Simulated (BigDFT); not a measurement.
Runs of BigDFT 1.9.6 on NCOH. The cell holds a molecule in a box, 4 atoms: a = 12.000 Å, b = 11.000 Å, c = 10.000 Å, α = 90.00°, β = 90.00°, γ = 90.00°. 

```tsv
level	largest force (eV/Å)
BLYP	1.59
PW91	1.37
AM05	(b)
BP86	(a)
WC	1.44
revPBE	1.55
PBEsol	1.58
```

Alike in all rows: task single point; potentials or basis GTH-PBE (C q4, H q1, N q5, O q6); no spin polarisation; cell as given; smearing fixed; grid spacing 0.28 bohr.

Fill in the values left out.

(a) 1.46; (b) 1.67.

Caveats: the potentials were made for another functional, which shifts forces and pressure; boundaries are free: the box only frames the coordinates; the noise in the forces, which the program reports and removes, is over 0.05 eV/Å, so forces are rough (some runs).

Runs at the PBE level aren't shown here.
